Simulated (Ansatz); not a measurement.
Run this with the Python package of Ansatz (0.2.0) and show what comes out.

`ni.cif`
```cif
data_Ni
_cell_length_a 2.448023
_cell_length_b 2.448023
_cell_length_c 4.072808
_cell_angle_alpha 90.00000
_cell_angle_beta 90.00000
_cell_angle_gamma 120.00000
_symmetry_space_group_name_H-M 'P 1'
_symmetry_Int_Tables_number 1
loop_
_symmetry_equiv_pos_as_xyz
'x, y, z'
loop_
_atom_site_label
_atom_site_type_symbol
_atom_site_fract_x
_atom_site_fract_y
_atom_site_fract_z
Ni1 Ni    0.333333    0.666667    0.250000
Ni2 Ni    0.666667    0.333333    0.750000
```

`ni.py`
```python
"""Cell relaxation of Ni."""

import ansatz
from ase import Atoms
from ase.io import read
from ase.io import write
from ase.neighborlist import neighbor_list
import numpy as np

FILLING = "Gaussian"
TOLERANCE = 1e-09
XC = "pbesol"
MESH = (14, 14, 8)
FMAX = 0.01

def edges_and_angles(cell):
    cell = np.asarray(cell)
    a, b, c = np.linalg.norm(cell, axis=1)
    cosines = cell[1] @ cell[2] / (b * c), cell[0] @ cell[2] / (a * c), cell[0] @ cell[1] / (a * b)
    return (a, b, c, *np.degrees(np.arccos(cosines)))

atoms = read("ni.cif")
structure = ansatz.Crystal.from_ase(atoms).moments(Ni=2.0)

# only the volume may change
setup = structure.calculation()
setup = setup.spin("collinear")
setup = setup.occupations(FILLING, width=100 * ansatz.meV).scf(tolerance=TOLERANCE)
setup = setup.functional(XC)
setup = setup.kpoints(*MESH, center="gamma")
setup = setup.relax(force_tolerance=FMAX, fix_cell=["shape"])
steps = []


def follow(event):
    if event["event"] != "relax_step":
        return
    row = event["data"]
    steps.append(row)
    print(f"step {row['step']:3d}  E = {row['lagrangian_ev']:.5f} eV  largest force component = {row['allowed_force_max_ev_ang']:.4f} eV/A  P = {row['pressure_gpa']:.3f} GPa")


result = setup.session().plan(threads=1).execute(on_event=follow)
data = result.report

first, last = steps[0], steps[-1]
symbols = [site.symbol for site in result.lattice.sites]
print(f"energy gained {first['lagrangian_ev'] - last['lagrangian_ev']:.4f} eV in {len(steps) - 1} steps")
for label, vectors in (("before", first["cell_ang"]), ("after", result.lattice.cell_ang)):
    print(label, "a b c (A) {:.4f} {:.4f} {:.4f}  angles {:.2f} {:.2f} {:.2f}".format(*edges_and_angles(vectors)), f" V = {abs(np.linalg.det(vectors)):.3f} A^3")
print("final stress xx yy zz (GPa, compression positive):", np.round(np.diag(data["stress_gpa"]), 3) + 0.0)

final = Atoms(symbols, positions=last["positions_ang"], cell=result.lattice.cell_ang, pbc=True)
i, j, d = neighbor_list("ijd", final, 4.5)
print("neighbours within 1.1 times the shortest distance of each atom (A)")
for atom in range(len(final)):
    near = [m for m in np.argsort(d) if i[m] == atom]
    shell = [m for m in near if d[m] < 1.1 * d[near[0]]]
    print(f"{symbols[atom]}{atom} ({len(shell)}):", ", ".join(f"{symbols[j[m]]} {d[m]:.3f}" for m in shell))

relaxed = Atoms(symbols, positions=[site.position_ang for site in result.lattice.sites], cell=result.lattice.cell_ang, pbc=True)
write("relaxed.extxyz", relaxed, format="extxyz")

change = np.array(last["positions_ang"]) @ np.linalg.inv(last["cell_ang"]) - np.array(first["positions_ang"]) @ np.linalg.inv(first["cell_ang"])
moved = np.linalg.norm(change @ np.array(last["cell_ang"]), axis=1)
print("displacement within the cell, strain taken out (A):", " ".join(f"{s}:{d:.3f}" for s, d in zip(symbols, moved)))

print(f"free energy      {data['free_energy_ev']:.5f} eV")
print(f"per atom         {data['free_energy_ev'] / len(result.lattice.sites):.5f} eV")
print(f"SCF iterations   {data['n_iterations']}  (converged: {data['converged']})")
```

```console
$ python ni.py
DeckWarning: the atoms were moved onto the symmetric positions of the space group found under crystal.symmetry.tolerance 1.0e-5 (fractional; no operation is sought that the atoms, as they stand in a round, miss by more than twice it, and no atom is moved by as much as it), and the run uses the moved positions. Before a round's move an operation carried an atom to 2.45e-6 Å from where it should land, the largest such distance. Atom 0 (counting from 0) moved farthest, by 1.41e-6 Å; the longest [...]
DeckWarning: basis.ecutwfc = 420 eV, auto-derived from the records' recommended cutoffs: set by Ni (normal level)
DeckWarning: relax.cell: scf.convergence.dr2_threshold = 1e-9 eV is looser than the 2e-10 eV advised for a relaxation that steers and ends on the stress (1e-10 eV for each atom of the cell: 2). What an SCF threshold leaves in a stress goes as its square root, and in the free energy as the threshold itself, and one threshold admits the most on a small cell: of the crystals measured, under no hybrid functional and no lock of the moments, on runs that ended without the residual-converged pass, on [...]
step   1  E = -11609.89222 eV  largest force component = 0.0000 eV/A  P = -3.245 GPa
step   2  E = -11609.89465 eV  largest force component = 0.0000 eV/A  P = -1.709 GPa
step   3  E = -11609.89558 eV  largest force component = 0.0000 eV/A  P = 0.052 GPa
step   4  E = -11609.89558 eV  largest force component = 0.0000 eV/A  P = 0.001 GPa
step   5  E = -11609.89547 eV  largest force component = 0.0000 eV/A  P = 0.007 GPa
energy gained 0.0033 eV in 4 steps
before a b c (A) 2.4480 2.4480 4.0728  angles 90.00 90.00 120.00  V = 21.138 A^3
after a b c (A) 2.4357 2.4357 4.0524  angles 90.00 90.00 120.00  V = 20.821 A^3
final stress xx yy zz (GPa, compression positive): [ 1.125  1.125 -2.229]
neighbours within 1.1 times the shortest distance of each atom (A)
Ni0 (12): Ni 2.436, Ni 2.436, Ni 2.436, Ni 2.436, Ni 2.436, Ni 2.436, Ni 2.466, Ni 2.466, Ni 2.466, Ni 2.466, Ni 2.466, Ni 2.466
Ni1 (12): Ni 2.436, Ni 2.436, Ni 2.436, Ni 2.436, Ni 2.436, Ni 2.436, Ni 2.466, Ni 2.466, Ni 2.466, Ni 2.466, Ni 2.466, Ni 2.466
displacement within the cell, strain taken out (A): Ni:0.000 Ni:0.000
free energy      -11609.89547 eV
per atom         -5804.94774 eV
SCF iterations   6  (converged: True)
```
(Warnings from the package without file and line, shortened.)

File `relaxed.extxyz` afterwards:
```text
2
Lattice="2.435735597964894 -1.0960488120726594e-18 0.0 -1.2178677989824465 2.1094089047396785 0.0 0.0 0.0 4.0523652879389624" Properties=species:S:1:pos:R:3 pbc="T T T"
Ni       0.00000000       1.40627260       1.01309132
Ni       1.21786780       0.70313630       3.03927397
```

What to keep in mind:
- Total energies depend on the potentials; only differences at equal settings carry meaning.
- The magnetic order follows from the starting moments and needn't be the lowest.
- Forces vanish by symmetry, so the ions can't move, and the end may be a saddle.
- Energies along a relaxation are free energies. Rows at an unchanged volume are solved on a plane-wave basis chosen afresh for that cell, so the energy can jump there; the script counts such rows among its steps.
- This isn't the structure that Ni takes at ambient conditions.
- Timing: 45 s on 1 thread of Arm Neoverse V2 (shared host), peak memory 0.49 GiB.
